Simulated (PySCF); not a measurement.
# CH₇BNP: core binding energies at several levels of theory, part 2 of 3

PySCF 2.14.0. Atoms count from 0. Earlier steps stand in the parts before.

### Step 5. Core holes by ΔSCF: PBE, X2C

What the job is given:

```
{"job": {"kind": "xps", "xc": "PBE"}, "charge": 0, "multiplicity": 1}
C     -1.670886     0.148510    -0.204181
N     -0.286797     0.256750     0.188288
B      0.826424     0.045596    -0.617227
P      2.627949     0.383868    -0.025570
H     -2.203289     1.109429    -0.101106
H     -1.727854    -0.158696    -1.256790
H     -2.210219    -0.600567     0.400114
H     -0.156399     0.517862     1.160204
H      0.650977    -0.269162    -1.774026
H      3.183857    -0.852680    -0.465929
H      2.493282    -0.011471     1.341296
```

With the program's defaults for keys left out, this is: delta-SCF UKS PBE, pcX-2 on the ionised atom, pcseg-1 elsewhere, spin-free X2C.

Log:

```text
ground state, core basis on atom 0 (C), 126 functions
  cycle   1  E = -463.69991801  |g| = 3.82e-01
  cycle   2  E = -463.65690464  |g| = 5.58e-01
  cycle   3  E = -463.74099247  |g| = 1.15e-01
  cycle   4  E = -463.74422017  |g| = 3.92e-02
  cycle   5  E = -463.74457274  |g| = 9.03e-03
  cycle   6  E = -463.74459990  |g| = 2.66e-03
  cycle   7  E = -463.74460285  |g| = 5.70e-04
  cycle   8  E = -463.74460343  |g| = 1.39e-04
  E(ground) = -463.74441466 Eh
hole in C 1s of atom 0
  cycle   1  E = -452.50197131  |g| = 1.52e+00
  cycle   2  E = -449.52168699  |g| = 2.61e+00
  cycle   3  E = -452.51011869  |g| = 9.65e-01
  cycle   4  E = -452.94340774  |g| = 5.10e-01
  cycle   5  E = -453.04054848  |g| = 1.34e-01
  cycle   6  E = -453.04919761  |g| = 4.52e-02
  cycle   7  E = -453.05062310  |g| = 1.27e-02
  cycle   8  E = -453.05071759  |g| = 4.93e-03
  cycle   9  E = -453.05073441  |g| = 8.74e-04
  cycle  10  E = -453.05073588  |g| = 2.39e-04
  E(ion) = -453.05061081 Eh   <S^2> = 0.7610   hole on atom = 1.000   binding energy = 290.993 eV
ground state, core basis on atom 1 (N), 126 functions
  cycle   1  E = -463.75554557  |g| = 9.16e-02
  cycle   2  E = -463.75511703  |g| = 4.97e-02
  cycle   3  E = -463.75456609  |g| = 7.08e-02
  cycle   4  E = -463.75564802  |g| = 2.57e-03
  cycle   5  E = -463.75565014  |g| = 4.15e-04
  E(ground) = -463.75525563 Eh
hole in N 1s of atom 1
  cycle   1  E = -448.18805569  |g| = 1.89e+00
  cycle   2  E = -446.71623236  |g| = 2.49e+00
  cycle   3  E = -448.72129076  |g| = 5.19e-01
  cycle   4  E = -448.66903584  |g| = 5.32e-01
  cycle   5  E = -448.88909107  |g| = 8.78e-02
  cycle   6  E = -448.89387677  |g| = 2.44e-02
  cycle   7  E = -448.89424264  |g| = 7.47e-03
  cycle   8  E = -448.89428850  |g| = 1.14e-03
  cycle   9  E = -448.89428981  |g| = 4.11e-04
  E(ion) = -448.89392376 Eh   <S^2> = 0.7588   hole on atom = 1.000   binding energy = 404.397 eV
ground state, core basis on atom 2 (B), 126 functions
  cycle   1  E = -463.73960030  |g| = 6.07e-02
  cycle   2  E = -463.73902356  |g| = 5.55e-02
  cycle   3  E = -463.73935102  |g| = 4.16e-02
  cycle   4  E = -463.73975450  |g| = 6.02e-03
  cycle   5  E = -463.73976702  |g| = 7.05e-04
  cycle   6  E = -463.73976706  |g| = 1.47e-04
  E(ground) = -463.73917680 Eh
hole in B 1s of atom 2
  cycle   1  E = -456.16009774  |g| = 1.19e+00
  cycle   2  E = -454.54014914  |g| = 1.96e+00
  cycle   3  E = -456.44968462  |g| = 4.55e-01
  cycle   4  E = -456.43713816  |g| = 5.04e-01
  cycle   5  E = -456.58033878  |g| = 1.67e-01
  cycle   6  E = -456.59331866  |g| = 4.74e-02
  cycle   7  E = -456.59455493  |g| = 1.18e-02
  cycle   8  E = -456.59467834  |g| = 2.58e-03
  cycle   9  E = -456.59468429  |g| = 1.33e-03
  cycle  10  E = -456.59468531  |g| = 5.84e-04
  cycle  11  E = -456.59468605  |g| = 2.92e-04
  E(ion) = -456.59407934 Eh   <S^2> = 0.7806   hole on atom = 1.000   binding energy = 194.428 eV
ground state, core basis on atom 3 (P), 137 functions
  cycle   1  E = -463.83920362  |g| = 3.10e-01
  cycle   2  E = -463.83922272  |g| = 4.24e-02
  cycle   3  E = -463.83893431  |g| = 4.58e-02
  cycle   4  E = -463.83934852  |g| = 2.07e-02
  cycle   5  E = -463.83944543  |g| = 3.39e-03
  cycle   6  E = -463.83944860  |g| = 6.57e-04
  cycle   7  E = -463.83945070  |g| = 1.10e-04
  E(ground) = -463.83946485 Eh
hole in P 1s of atom 3
  cycle   1  E = -383.83899924  |g| = 4.79e+00
  cycle   2  E = -382.28424648  |g| = 2.68e+00
  cycle   3  E = -377.01316866  |g| = 2.91e+00
  cycle   4  E = -384.90244049  |g| = 3.86e-01
  cycle   5  E = -384.92327387  |g| = 3.25e-01
  cycle   6  E = -384.98441464  |g| = 3.43e-02
  cycle   7  E = -384.98475704  |g| = 2.31e-02
  cycle   8  E = -384.98498897  |g| = 7.01e-03
  cycle   9  E = -384.98501230  |g| = 1.63e-03
  cycle  10  E = -384.98501345  |g| = 6.48e-04
  cycle  11  E = -384.98501348  |g| = 1.60e-04
  E(ion) = -384.98497645 Eh   <S^2> = 0.7513   hole on atom = 1.000   binding energy = 2145.740 eV
hole in P 2p of atom 3
  cycle   1  E = -458.48661557  |g| = 1.37e+00
  cycle   2  E = -457.67341219  |g| = 1.60e+00
  cycle   3  E = -458.62590808  |g| = 6.43e-01
  cycle   4  E = -458.83642432  |g| = 2.57e-01
  cycle   5  E = -458.85750592  |g| = 1.26e-01
  cycle   6  E = -458.86507458  |g| = 3.69e-02
  cycle   7  E = -458.86588692  |g| = 5.92e-03
  cycle   8  E = -458.86590812  |g| = 2.68e-03
  cycle   9  E = -458.86591188  |g| = 8.17e-04
  cycle  10  E = -458.86591168  |g| = 1.95e-04
  E(ion) = -458.86588163 Eh   <S^2> = 0.7516   hole on atom = 1.002   binding energy = 135.338 eV
  2p3/2 = 135.119 eV   2p1/2 = 136.013 eV
```

Run time: 15 s. Hardware: 1 thread of Arm Neoverse V1, shared host; peak memory 0.49 GiB.

Binding energies by hole, beside the orbital energy of the ground state; the difference holds orbital relaxation and, for a density functional, its self-interaction error:

| hole | stands for | environment | ΔSCF (eV; 2p as the shell's mean) | −ε (eV) | ⟨S²⟩ |
| --- | --- | --- | --- | --- | --- |
| C1s on C0 | C0 | methyl carbon bonded to N | 290.99 | 270.0 | 0.761 |
| N1s on N1 | N1 | nitrogen bonded to C, B, H | 404.40 | 381.2 | 0.759 |
| B1s on B2 | B2 | boron bonded to N, P, H | 194.43 | 176.9 | 0.781 |
| P1s on P3 | P3 | phosphorus bonded to B, 2 H | 2145.74 | 2080.8 | 0.751 |
| P2p on P3 | P3 | phosphorus bonded to B, 2 H | 135.42 | 122.2 | 0.752 |

With the spin-orbit splitting: P3 2p3/2 135.12, 2p1/2 136.01 eV. The table gives each 2p level as the mean over the whole 2p shell (two parts 2p3/2, one part 2p1/2), which differs a little from the single hole in the log.

### Step 6. X-ray photoelectron lines: HF, X2C

Settings changed since step 5:

```diff
@@ -1,2 +1,2 @@
-{"job": {"kind": "xps", "xc": "PBE"}, "charge": 0, "multiplicity": 1}
+{"job": {"kind": "xps", "xc": "HF"}, "charge": 0, "multiplicity": 1}
 C     -1.670886     0.148510    -0.204181
```

Level: delta-SCF UKS HF, pcX-2 on the ionised atom, pcseg-1 elsewhere, spin-free X2C.

Log:

```text
ground state, core basis on atom 0 (C), 126 functions
  cycle   1  E = -462.54912400  |g| = 3.36e-01
  cycle   2  E = -462.59474399  |g| = 1.00e-01
  cycle   3  E = -462.59875784  |g| = 3.56e-02
  cycle   4  E = -462.59927254  |g| = 7.88e-03
  cycle   5  E = -462.59930810  |g| = 2.96e-03
  cycle   6  E = -462.59931382  |g| = 9.95e-04
  cycle   7  E = -462.59931452  |g| = 2.62e-04
  E(ground) = -462.59931452 Eh
hole in C 1s of atom 0
  cycle   1  E = -451.33090127  |g| = 1.49e+00
  cycle   2  E = -451.69065795  |g| = 7.43e-01
  cycle   3  E = -451.86989694  |g| = 1.05e-01
  cycle   4  E = -451.87469134  |g| = 2.31e-02
  cycle   5  E = -451.87530284  |g| = 1.54e-02
  cycle   6  E = -451.87573201  |g| = 8.62e-03
  cycle   7  E = -451.87591191  |g| = 3.01e-03
  cycle   8  E = -451.87593248  |g| = 9.19e-04
  cycle   9  E = -451.87593389  |g| = 2.96e-04
  E(ion) = -451.87593389 Eh   <S^2> = 0.7883   hole on atom = 1.000   binding energy = 291.798 eV
ground state, core basis on atom 1 (N), 126 functions
  cycle   1  E = -462.61225349  |g| = 2.99e-02
  cycle   2  E = -462.61232231  |g| = 4.56e-03
  cycle   3  E = -462.61232622  |g| = 2.56e-03
  cycle   4  E = -462.61232750  |g| = 2.87e-04
  E(ground) = -462.61232750 Eh
hole in N 1s of atom 1
  cycle   1  E = -447.03722399  |g| = 1.85e+00
  cycle   2  E = -447.45163335  |g| = 1.03e+00
  cycle   3  E = -447.73539256  |g| = 1.10e-01
  cycle   4  E = -447.73996873  |g| = 2.21e-02
  cycle   5  E = -447.74052876  |g| = 1.14e-02
  cycle   6  E = -447.74072888  |g| = 4.56e-03
  cycle   7  E = -447.74076275  |g| = 1.61e-03
  cycle   8  E = -447.74076699  |g| = 4.66e-04
  E(ion) = -447.74076699 Eh   <S^2> = 0.7761   hole on atom = 1.000   binding energy = 404.676 eV
ground state, core basis on atom 2 (B), 126 functions
  cycle   1  E = -462.59451950  |g| = 2.82e-02
  cycle   2  E = -462.59462379  |g| = 9.80e-03
  cycle   3  E = -462.59464180  |g| = 3.60e-03
  cycle   4  E = -462.59464467  |g| = 3.23e-04
  E(ground) = -462.59464467 Eh
hole in B 1s of atom 2
  cycle   1  E = -454.99162567  |g| = 1.16e+00
  cycle   2  E = -455.24451155  |g| = 5.93e-01
  cycle   3  E = -455.39779643  |g| = 1.41e-01
  cycle   4  E = -455.40782576  |g| = 4.05e-02
  cycle   5  E = -455.40902183  |g| = 1.81e-02
  cycle   6  E = -455.40987942  |g| = 1.43e-02
  cycle   7  E = -455.41074525  |g| = 1.26e-02
  cycle   8  E = -455.41157825  |g| = 1.21e-02
  cycle   9  E = -455.41295817  |g| = 1.14e-02
  cycle  10  E = -455.41519012  |g| = 8.89e-03
  cycle  11  E = -455.41527417  |g| = 6.35e-03
  cycle  12  E = -455.41566586  |g| = 6.28e-03
  cycle  13  E = -455.41579601  |g| = 1.97e-03
  cycle  14  E = -455.41583302  |g| = 6.81e-04
  cycle  15  E = -455.41583496  |g| = 2.22e-04
  E(ion) = -455.41583496 Eh   <S^2> = 1.1275   hole on atom = 1.000   binding energy = 195.345 eV
ground state, core basis on atom 3 (P), 137 functions
  cycle   1  E = -462.69508897  |g| = 8.37e-02
  cycle   2  E = -462.69525433  |g| = 7.04e-03
  cycle   3  E = -462.69526279  |g| = 1.82e-03
  cycle   4  E = -462.69526388  |g| = 6.70e-04
  cycle   5  E = -462.69526414  |g| = 2.56e-04
  E(ground) = -462.69526414 Eh
hole in P 1s of atom 3
  cycle   1  E = -382.55887625  |g| = 4.68e+00
  cycle   2  E = -383.55429849  |g| = 1.06e+00
  cycle   3  E = -383.66673618  |g| = 9.89e-02
  cycle   4  E = -383.66923406  |g| = 2.32e-02
  cycle   5  E = -383.66946770  |g| = 7.15e-03
  cycle   6  E = -383.66951080  |g| = 3.19e-03
  cycle   7  E = -383.66952819  |g| = 1.71e-03
  cycle   8  E = -383.66953749  |g| = 7.90e-04
  cycle   9  E = -383.66953965  |g| = 3.30e-04
  E(ion) = -383.66953965 Eh   <S^2> = 0.7548   hole on atom = 1.000   binding energy = 2150.399 eV
hole in P 2p of atom 3
  cycle   1  E = -457.34222597  |g| = 1.34e+00
  cycle   2  E = -457.67123717  |g| = 4.59e-01
  cycle   3  E = -457.70904639  |g| = 3.21e-02
  cycle   4  E = -457.70959330  |g| = 1.68e-02
  cycle   5  E = -457.70975314  |g| = 5.97e-03
  cycle   6  E = -457.70980532  |g| = 2.77e-03
  cycle   7  E = -457.70982091  |g| = 1.28e-03
  cycle   8  E = -457.70982559  |g| = 6.46e-04
  cycle   9  E = -457.70982694  |g| = 2.87e-04
  E(ion) = -457.70982694 Eh   <S^2> = 0.7595   hole on atom = 1.002   binding energy = 135.661 eV
  2p3/2 = 135.388 eV   2p1/2 = 136.240 eV
```

It took 13 s on 1 thread of Arm Neoverse V1, shared host; peak memory 0.49 GiB.

The holes in one table. −ε is the ground-state orbital energy:

| hole | stands for | environment | ΔSCF (eV; 2p as the shell's mean) | −ε (eV) | ⟨S²⟩ |
| --- | --- | --- | --- | --- | --- |
| C1s on C0 | C0 | methyl carbon bonded to N | 291.80 | 306.6 | 0.788 |
| N1s on N1 | N1 | nitrogen bonded to C, B, H | 404.68 | 423.8 | 0.776 |
| B1s on B2 | B2 | boron bonded to N, P, H | 195.35 (doubtful) | 206.9 | 1.127 |
| P1s on P3 | P3 | phosphorus bonded to B, 2 H | 2150.40 | 2180.6 | 0.755 |
| P2p on P3 | P3 | phosphorus bonded to B, 2 H | 135.67 | 145.7 | 0.760 |

Doubtful: the ion did not converge, its hole moved, or its ⟨S²⟩ is well above 0.75.

With the spin-orbit splitting: P3 2p3/2 135.39, 2p1/2 136.24 eV. The table gives each 2p level as the mean over the whole 2p shell (two parts 2p3/2, one part 2p1/2), which differs a little from the single hole in the log.

### Step 7. X-ray photoelectron lines: SCAN, X2C

Settings changed since step 6:

```diff
@@ -1,2 +1,2 @@
-{"job": {"kind": "xps", "xc": "HF"}, "charge": 0, "multiplicity": 1}
+{"job": {"kind": "xps", "basis": "pcX-1"}, "charge": 0, "multiplicity": 1}
 C     -1.670886     0.148510    -0.204181
```

Level: delta-SCF UKS SCAN, pcX-1 on the ionised atom, pcseg-1 elsewhere, spin-free X2C.

Log:

```text
ground state, core basis on atom 0 (C), 105 functions
  cycle   1  E = -463.96206337  |g| = 3.62e-01
  cycle   2  E = -463.94407683  |g| = 4.56e-01
  cycle   3  E = -463.99770414  |g| = 9.38e-02
  cycle   4  E = -463.99993624  |g| = 2.72e-02
  cycle   5  E = -464.00012987  |g| = 6.74e-03
  cycle   6  E = -464.00014533  |g| = 2.13e-03
  cycle   7  E = -464.00014686  |g| = 6.21e-04
  cycle   8  E = -464.00014717  |g| = 1.51e-04
  E(ground) = -464.02839094 Eh
hole in C 1s of atom 0
  cycle   1  E = -452.72374754  |g| = 1.50e+00
  cycle   2  E = -450.36535273  |g| = 2.35e+00
  cycle   3  E = -452.84310765  |g| = 8.62e-01
  cycle   4  E = -453.20561057  |g| = 4.07e-01
  cycle   5  E = -453.26859986  |g| = 1.11e-01
  cycle   6  E = -453.27378390  |g| = 3.33e-02
  cycle   7  E = -453.27452326  |g| = 9.25e-03
  cycle   8  E = -453.27458408  |g| = 4.50e-03
  cycle   9  E = -453.27459971  |g| = 1.65e-03
  cycle  10  E = -453.27460154  |g| = 7.58e-04
  cycle  11  E = -453.27460322  |g| = 2.00e-04
  E(ion) = -453.30160138 Eh   <S^2> = 0.7695   hole on atom = 1.000   binding energy = 291.891 eV
ground state, core basis on atom 1 (N), 105 functions
  cycle   1  E = -464.00107093  |g| = 5.18e-02
  cycle   2  E = -464.00041463  |g| = 7.47e-02
  cycle   3  E = -464.00157746  |g| = 1.13e-02
  cycle   4  E = -464.00160086  |g| = 5.55e-03
  cycle   5  E = -464.00160957  |g| = 4.24e-04
  E(ground) = -464.02804654 Eh
hole in N 1s of atom 1
  cycle   1  E = -448.40556361  |g| = 1.86e+00
  cycle   2  E = -447.49033472  |g| = 2.15e+00
  cycle   3  E = -448.98446707  |g| = 4.75e-01
  cycle   4  E = -449.01631511  |g| = 3.40e-01
  cycle   5  E = -449.10646763  |g| = 6.69e-02
  cycle   6  E = -449.10957424  |g| = 1.22e-02
  cycle   7  E = -449.10966439  |g| = 4.54e-03
  cycle   8  E = -449.10968199  |g| = 1.23e-03
  cycle   9  E = -449.10968366  |g| = 5.33e-04
  cycle  10  E = -449.10968384  |g| = 2.20e-04
  E(ion) = -449.13561817 Eh   <S^2> = 0.7650   hole on atom = 1.000   binding energy = 405.244 eV
ground state, core basis on atom 2 (B), 105 functions
  cycle   1  E = -464.00023984  |g| = 3.57e-02
  cycle   2  E = -463.99973783  |g| = 5.47e-02
  cycle   3  E = -464.00045383  |g| = 8.03e-03
  cycle   4  E = -464.00046327  |g| = 3.66e-03
  cycle   5  E = -464.00046873  |g| = 3.55e-04
  E(ground) = -464.02968620 Eh
hole in B 1s of atom 2
  cycle   1  E = -456.40175214  |g| = 1.17e+00
  cycle   2  E = -455.15265384  |g| = 1.74e+00
  cycle   3  E = -456.69736911  |g| = 4.17e-01
  cycle   4  E = -456.74841931  |g| = 3.35e-01
  cycle   5  E = -456.81019471  |g| = 1.58e-01
  cycle   6  E = -456.82300376  |g| = 3.03e-02
  cycle   7  E = -456.82380550  |g| = 1.26e-02
  cycle   8  E = -456.82406028  |g| = 9.19e-03
  cycle   9  E = -456.82424830  |g| = 5.54e-03
  cycle  10  E = -456.82434233  |g| = 2.43e-03
  cycle  11  E = -456.82434920  |g| = 9.24e-04
  cycle  12  E = -456.82434904  |g| = 4.07e-04
  E(ion) = -456.85423263 Eh   <S^2> = 0.8466   hole on atom = 1.000   binding energy = 195.254 eV
ground state, core basis on atom 3 (P), 117 functions
  cycle   1  E = -464.11577178  |g| = 2.13e-01
  cycle   2  E = -464.11573525  |g| = 3.19e-02
  cycle   3  E = -464.11546379  |g| = 4.63e-02
  cycle   4  E = -464.11605118  |g| = 7.02e-03
  cycle   5  E = -464.11606087  |g| = 3.46e-03
  cycle   6  E = -464.11606388  |g| = 3.88e-04
  E(ground) = -464.11393831 Eh
hole in P 1s of atom 3
  cycle   1  E = -383.98185248  |g| = 4.71e+00
  cycle   2  E = -384.24084514  |g| = 2.09e+00
  cycle   3  E = -384.68843039  |g| = 8.76e-01
  cycle   4  E = -385.02852892  |g| = 4.23e-01
  cycle   5  E = -385.10275797  |g| = 1.98e-01
  cycle   6  E = -385.12167128  |g| = 3.66e-02
  cycle   7  E = -385.12232038  |g| = 1.27e-02
  cycle   8  E = -385.12241969  |g| = 3.86e-03
  cycle   9  E = -385.12242903  |g| = 1.22e-03
  cycle  10  E = -385.12242915  |g| = 2.64e-04
  E(ion) = -385.12216450 Eh   <S^2> = 0.7519   hole on atom = 1.000   binding energy = 2149.476 eV
hole in P 2p of atom 3
  cycle   1  E = -458.71643445  |g| = 1.37e+00
  cycle   2  E = -458.66671332  |g| = 1.11e+00
  cycle   3  E = -459.03611766  |g| = 3.33e-01
  cycle   4  E = -459.08177691  |g| = 1.81e-01
  cycle   5  E = -459.09616506  |g| = 5.09e-02
  cycle   6  E = -459.09761457  |g| = 1.31e-02
  cycle   7  E = -459.09770797  |g| = 4.22e-03
  cycle   8  E = -459.09772044  |g| = 1.54e-03
  cycle   9  E = -459.09772299  |g| = 6.39e-04
  cycle  10  E = -459.09772296  |g| = 2.39e-04
  E(ion) = -459.10751382 Eh   <S^2> = 0.7533   hole on atom = 1.002   binding energy = 136.232 eV
  2p3/2 = 136.015 eV   2p1/2 = 136.903 eV
```

Wall time 19 s (1 thread of Arm Neoverse V1, shared host); peak memory 0.49 GiB.

The holes in one table. −ε is the ground-state orbital energy:

| hole | stands for | environment | ΔSCF (eV; 2p as the shell's mean) | −ε (eV) | ⟨S²⟩ |
| --- | --- | --- | --- | --- | --- |
| C1s on C0 | C0 | methyl carbon bonded to N | 291.89 | 274.5 | 0.770 |
| N1s on N1 | N1 | nitrogen bonded to C, B, H | 405.24 | 386.2 | 0.765 |
| B1s on B2 | B2 | boron bonded to N, P, H | 195.25 | 179.8 | 0.847 |
| P1s on P3 | P3 | phosphorus bonded to B, 2 H | 2149.48 | 2092.1 | 0.752 |
| P2p on P3 | P3 | phosphorus bonded to B, 2 H | 136.31 | 125.1 | 0.753 |

With the spin-orbit splitting: P3 2p3/2 136.01, 2p1/2 136.90 eV. The table gives each 2p level as the mean over the whole 2p shell (two parts 2p3/2, one part 2p1/2), which differs a little from the single hole in the log.

(Part 2 of 3 ends here.)
